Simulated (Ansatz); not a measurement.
# CH₆FNOSi: a ladder of functionals and wavefunction methods

How much do the methods differ for CH₆FNOSi? The plan is to run it at one geometry with functionals of several rungs and with coupled cluster. The yardstick is the atomisation energy at the CCSD(T) limit.

Program: Ansatz 0.2.0, Gaussian basis. Level of theory: functionals in def2-TZVPP, the program's frozen cores in correlated methods. These are calculated values, not measurements.

The runs, in order: PBE-D4, r2SCAN-D4, PBE0-D4, B3LYP-D4, ωB97X-V, ωB97M-V, B2PLYP; CCSD(T)/def2-TZVPP; MP2/def2-QZVPP; extrapolation to the limit.

### Step 1. The relaxed structure

The geometry comes from an earlier relaxation with PBE0-D4 in a triple-zeta def2 set; it is a stationary point, not always the lowest conformer.

SMILES `N[SiH](F)CO`, 11 atoms, charge 0, spin multiplicity 1.

Atoms are counted from 1 here; the program's logs count them from 0.

Bond lengths: N1–Si2 1.693 Å, N1–H6 1.005 Å, N1–H7 1.008 Å, Si2–F3 1.607 Å, Si2–C4 1.878 Å, Si2–H8 1.482 Å, C4–O5 1.423 Å, C4–H9 1.099 Å, C4–H10 1.098 Å, O5–H11 0.960 Å. Angles: Si2–N1–H6 123.4°, Si2–N1–H7 118.6°, H6–N1–H7 112.7°, N1–Si2–F3 114.4°, N1–Si2–C4 106.7°, N1–Si2–H8 110.5°, F3–Si2–C4 108.1°, F3–Si2–H8 104.6°, C4–Si2–H8 112.7°, Si2–C4–O5 107.8°, Si2–C4–H9 108.8°, Si2–C4–H10 109.7°, O5–C4–H9 111.5°, O5–C4–H10 111.7°, H9–C4–H10 107.3°, C4–O5–H11 108.9°.

### Step 2. PBE-D4 (GGA)

The input, in.yaml:

```yaml
crystal:
  periodic: [false, false, false]
  atoms:
    - {symbol: N, position_ang: [-0.444034, 1.658509, 0.060338]}
    - {symbol: Si, position_ang: [-0.964307, 0.050770, -0.034959]}
    - {symbol: F, position_ang: [-1.719167, -0.481004, 1.279912]}
    - {symbol: C, position_ang: [0.571654, -0.999404, -0.291307]}
    - {symbol: O, position_ang: [1.608678, -0.458060, 0.518839]}
    - {symbol: H, position_ang: [-1.072398, 2.442387, 0.099629]}
    - {symbol: H, position_ang: [0.445674, 1.852161, 0.492676]}
    - {symbol: H, position_ang: [-1.955160, -0.110133, -1.125134]}
    - {symbol: H, position_ang: [0.840304, -0.979498, -1.357254]}
    - {symbol: H, position_ang: [0.354167, -2.043583, -0.028704]}
    - {symbol: H, position_ang: [2.399990, -0.989247, 0.406663]}
basis:
  gaussian: {orbitals: def2-TZVPP}
hamiltonian: {xc: pbe, dispersion: d4}
output: {forces: true, orbitals: {seedname: orbitals}}
```

Started as:

```sh
$ ansatz run in.yaml --threads 4 --pin off --events-out ev --progress --plain --max-ram 10444MiB
```

After this run come: r2SCAN-D4 (meta-GGA); PBE0-D4 (hybrid); B3LYP-D4 (hybrid); ωB97X-V (range-separated); ωB97M-V (range-separated); B2PLYP (double hybrid); CCSD(T) in def2-TZVPP; MP2 in def2-QZVPP.

Before running them: what should the planned runs give, taken together? Wanted: atomisation energy, CCSD(T)/CBS; farthest; mean size of error, hybrid; mean size of error, range-separated; gap, smallest and largest; T1 diagnostic; triples share of the correlation energy.

The runs gave:

| quantity | value |
| --- | --- |
| atomisation energy, CCSD(T)/CBS | 4107.4 kJ/mol |
| functionals within 20.5 kJ/mol (0.5 %) | B3LYP-D4, ωB97X-V, ωB97M-V |
| farthest | B2PLYP (-57.5 kJ/mol) |
| mean size of error, hybrid | 28.4 kJ/mol |
| mean size of error, range-separated | 2.4 kJ/mol |
| gap, smallest and largest | 5.92 eV (PBE-D4), 12.81 eV (ωB97X-V) |
| T1 diagnostic | 0.0107 |
| triples share of the correlation energy | 3.3 % |

What this shows: PBE-D4 is off by +48.4 kJ/mol. Double hybrids carry the basis error of their MP2 part in triple zeta, and no dispersion term here, so their miss is partly the set-up's. The reference freezes the cores and leaves out relativity and excitations past (T), so misses under about 20.5 kJ/mol can't be ranked. Hartree-Fock recovers 71 % of the binding; the rest is correlation. The gap grows from 5.9 to 12.8 eV across the functionals, mostly with the share of exact exchange.
